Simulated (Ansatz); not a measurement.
**AsH2Et (C₂H₇As): structure and electronic state**

What does AsH2Et (C₂H₇As) look like as a singlet, and where do its frontier electrons sit?

Method: RKS PBE0-D4/def2-TZVP; program: Ansatz 0.2.0, Gaussian basis.

Levels to be run: relaxation at PBE0-D4/def2-SVP; a search for the lowest solution at PBE0-D4/def2-SVP; a single point at PBE0-D4/def2-TZVP; harmonic vibrations at PBE0-D4/def2-SVP.

## Step 1: Where the work starts

10 atoms, charge 0, spin multiplicity 1.

Atoms are counted from 1 here; the program's logs count them from 0.

Bond lengths: As1–H2 1.504 Å, As1–H3 1.503 Å, As1–C4 1.991 Å, C4–C5 1.523 Å, C4–H6 1.092 Å, C4–H7 1.094 Å, C5–H8 1.089 Å, C5–H9 1.091 Å, C5–H10 1.091 Å. Angles: H2–As1–H3 89.3°, H2–As1–C4 94.3°, H3–As1–C4 94.0°, As1–C4–C5 111.3°, As1–C4–H6 110.1°, As1–C4–H7 107.9°, C5–C4–H6 110.2°, C5–C4–H7 109.6°, H6–C4–H7 107.5°, C4–C5–H8 111.1°, C4–C5–H9 110.4°, C4–C5–H10 110.6°, H8–C5–H9 108.3°, H8–C5–H10 108.3°, H9–C5–H10 108.0°.

As a file:

```mol
C2H7As
  3D, bonds by distance, orders not assigned

 10  9  0  0  0  0  0  0  0  0999 V2000
    0.3574    1.6161    0.6451 As  0  0
    1.7253    1.3920    0.0625 H   0  0
    0.0695    2.5985   -0.4556 H   0  0
   -0.4684    0.0819   -0.3187 C   0  0
   -0.0649   -1.2469    0.3063 C   0  0
   -0.1849    0.1048   -1.3733 H   0  0
   -1.5552    0.1975   -0.2674 H   0  0
   -0.5288   -2.0832   -0.2154 H   0  0
    1.0174   -1.3742    0.2633 H   0  0
   -0.3675   -1.2864    1.3534 H   0  0
  1  2  8  0
  1  3  8  0
  1  4  8  0
  4  5  8  0
  4  6  8  0
  4  7  8  0
  5  8  8  0
  5  9  8  0
  5 10  8  0
M  END
```

The start is a GFN2-xTB geometry.

## Step 2: Relaxation at PBE0-D4/def2-SVP

Contents of in.yaml:

```yaml
crystal:
  periodic: [false, false, false]
  atoms:
    - {symbol: As, position_ang: [0.357450, 1.616060, 0.645060]}
    - {symbol: H, position_ang: [1.725270, 1.391980, 0.062480]}
    - {symbol: H, position_ang: [0.069530, 2.598510, -0.455570]}
    - {symbol: C, position_ang: [-0.468390, 0.081890, -0.318740]}
    - {symbol: C, position_ang: [-0.064880, -1.246890, 0.306280]}
    - {symbol: H, position_ang: [-0.184920, 0.104780, -1.373330]}
    - {symbol: H, position_ang: [-1.555180, 0.197480, -0.267440]}
    - {symbol: H, position_ang: [-0.528750, -2.083170, -0.215390]}
    - {symbol: H, position_ang: [1.017420, -1.374240, 0.263260]}
    - {symbol: H, position_ang: [-0.367540, -1.286390, 1.353390]}
basis:
  gaussian: {orbitals: def2-SVP}
hamiltonian: {xc: pbe0, dispersion: d4}
scf: {omitted_lower_state_checks: [starts]}
output: {orbitals: {seedname: orbitals}}
relax: {f_tol: 0.02, max_steps: 100}
```

Launch:

```bash
$ ansatz run in.yaml --threads 4 --pin off --events-out ev --progress --plain --max-ram 3916MiB
```

After this run come: Searching for the lowest solution, PBE0-D4/def2-SVP; Single point, PBE0-D4/def2-TZVP; Harmonic vibrations.

Q: Predict the results of all the runs planned. Wanted: point group; C–C bond; HOMO, LUMO at PBE0-D4/def2-TZVP; dipole at PBE0-D4/def2-SVP; lowest, highest wavenumber.

As calculated:

```
                       quantity           value
                    point group              C1
                       C–C bond         1.520 Å
HOMO, LUMO at PBE0-D4/def2-TZVP  -7.13, 0.37 eV
     dipole at PBE0-D4/def2-SVP          1.09 D
     lowest, highest wavenumber  144, 3158 cm⁻¹
```

**Reading.** The molecule keeps its bonding pattern by the stored test; the atoms moved 0.03 Å (rms). All wavenumbers are real: a minimum at this level. The HOMO lies nearest to As1 62 %; H2, H3 about 10 % each and the LUMO to As1 26 %; H2, H3 about 14 % each. The point group is read from a loosely relaxed geometry; soft torsions can leave it below the true symmetry.
